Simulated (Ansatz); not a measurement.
C2H7As, SMILES C[AsH]C, vertical spin-state energies

Computed with the Python package of Ansatz (0.2.0).

Interactive session:
```pycon
>>> import ansatz as az
>>> system = (
...     az.Crystal.molecule()
...     .atom("C", (-0.9599, 0.6707, -0.7508))
...     .atom("As", (0.4948, -0.5373, -0.996))
...     .atom("C", (0.6313, -0.8755, 0.9256))
...     .atom("H", (-1.8322, 0.1662, -0.4336))
...     .atom("H", (-1.222, 1.205, -1.7485))
...     .atom("H", (-0.7522, 1.5033, -0.009))
...     .atom("H", (1.5853, 0.6172, -0.957))
...     .atom("H", (-0.1777, -1.437, 1.2834))
...     .atom("H", (1.59, -1.4471, 1.1712))
...     .atom("H", (0.7258, 0.0834, 1.5176))
... )
>>> setup = (
...     system.calculation()
...     .basis(gaussian="def2-SVP")
...     .functional("R2SCAN0")
... )
>>> found = {}
>>> for unpaired in [0, 2]:
...     report = setup.spin("collinear", total=unpaired).run(threads=1).report
...     s = unpaired / 2
...     found[unpaired] = report["free_energy_ev"]
...     print(f"2S+1 = {unpaired + 1}: E = {found[unpaired]:.5f} eV, <S^2> = {abs(report['mean_field']['state']['spin_squared']):.3f} (pure state {s * (s + 1):.2f})")
...
2S+1 = 1: E = -63017.97929 eV, <S^2> = 0.000 (pure state 0.00)
2S+1 = 3: E = -63012.75109 eV, <S^2> = 2.010 (pure state 2.00)
>>> lowest = min(found, key=found.get)
>>> for unpaired, e in found.items():
...     print(f"multiplicity {unpaired + 1}: {96.485332 * (e - found[lowest]):.1f} kJ/mol above the lowest")
...
multiplicity 1: 0.0 kJ/mol above the lowest
multiplicity 3: 504.4 kJ/mol above the lowest
```

In order: multiplicity 1 (+0.00 eV) and multiplicity 3 (+5.23 eV), all at the one geometry.

Caveats:
- Total energies depend on the basis set; only differences at equal settings carry meaning.
- The geometry is a force-field or estimated start, not a minimum of this method, and the basis set is short of its limit. All parts are taken at fixed geometry, without zero-point energy.
- Finished in 25 s on 1 thread of Arm Neoverse V2, on a shared host, peak memory 0.36 GiB.
